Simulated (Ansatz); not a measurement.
# Al3BAs4: the cost of one run

Program: Ansatz 0.2.0. Level of theory: DFT PBE, scalar-relativistic, plane waves, PAW. These are calculated values, not measurements.

## 1. Starting point

The structure is trigonal, space group P3m1 (No. 156). Conventional cell: a = 3.882 Å, b = 3.882 Å, c = 12.962 Å, α = 90.00°, β = 90.00°, γ = 120.00°. Al (site symmetry 3m) is surrounded by 4 As at 2.42 to 2.47 Å. Al (site symmetry 3m) is surrounded by 4 As at 2.42 to 2.50 Å. B (site symmetry 3m) has 4 As at 2.11 to 2.34 Å as nearest neighbours. As (site symmetry 3m) is surrounded by 1 B at 2.11 Å and 3 Al at 2.42 Å. As (site symmetry 3m) is surrounded by 4 Al at 2.42 to 2.47 Å. Around As (site symmetry 3m) lie 3 B at 2.34 Å and 1 Al at 2.50 Å.

As a file:

```
CELL_PARAMETERS angstrom
3.88188 0.00000 0.00000
-1.94094 3.36181 0.00000
0.00000 0.00000 12.96249
ATOMIC_POSITIONS crystal
Al 0.33333 0.66667 0.50063
Al 0.66667 0.33333 0.23968
Al 0.66667 0.33333 0.76173
B 0.33333 0.66667 0.00599
As 0.33333 0.66667 0.16840
As 0.33333 0.66667 0.69103
As 0.66667 0.33333 0.42991
As 0.66667 0.33333 0.95463
```

The cell was relaxed beforehand at this level, from a generated guess; it needn't be the stable form of this composition. At a tolerance of 0.02 Å it has space group P3m1 (No. 156); it has 21.15 Å³/atom, an uncorrected energy of -0.20 eV/atom over the elements.

## 2. Static run: bands, density of states and charges

Input file input.yaml:

```yaml
crystal:
  lattice:
    - [3.8818791841, 0.0, 0.0]
    - [-1.940939592, 3.3618059878, 0.0]
    - [0.0, 0.0, 12.9624859167]
  atoms:
    - { symbol: Al, position: [0.3333333333, 0.6666666667, 0.5006277722] }
    - { symbol: Al, position: [0.6666666667, 0.3333333333, 0.2396835627] }
    - { symbol: Al, position: [0.6666666667, 0.3333333333, 0.761732143] }
    - { symbol: B, position: [0.3333333333, 0.6666666667, 0.0059909858] }
    - { symbol: As, position: [0.3333333333, 0.6666666667, 0.1683977661] }
    - { symbol: As, position: [0.3333333333, 0.6666666667, 0.6910256988] }
    - { symbol: As, position: [0.6666666667, 0.3333333333, 0.4299144988] }
    - { symbol: As, position: [0.6666666667, 0.3333333333, 0.9546275727] }
basis:
  ecutwfc: 420
kpoints:
  mp_grid: { grid: [12, 12, 4] }
  band_path:
    path:
      - [[0.0, 0.0, 0.0], [0.5, 0.0, 0.0], [0.33333333, 0.33333333, 0.0], [0.0, 0.0, 0.0], [0.0, 0.0, 0.5], [0.5, 0.0, 0.5], [0.33333333, 0.33333333, 0.5], [0.0, 0.0, 0.5]]
      - [[0.5, 0.0, 0.5], [0.5, 0.0, 0.0]]
      - [[0.33333333, 0.33333333, 0.5], [0.33333333, 0.33333333, 0.0]]
    npoints: 14
hamiltonian:
  xc: pbe
scf:
  occupations: { method: gaussian, width: 0.01 }
  n_extra_bands: 20
output:
  forces: true
  stress: true
  eigenvalues: true
  populations: true
  dos: { projected: true, de: 0.02, nscf_kmesh: { grid: [15, 15, 5] } }
  bader: true
```

On the command line:

```sh
ansatz run input.yaml --threads 1 --pin off --max-ram 2560MiB --backend cpu --events-out ev --progress --plain --runs-dir out
```

**Question.** How long does this run take on 1 thread of Arm Neoverse V1, shared host, and how much memory does it need?

About 5.4 min, with a peak of 0.96 GiB.
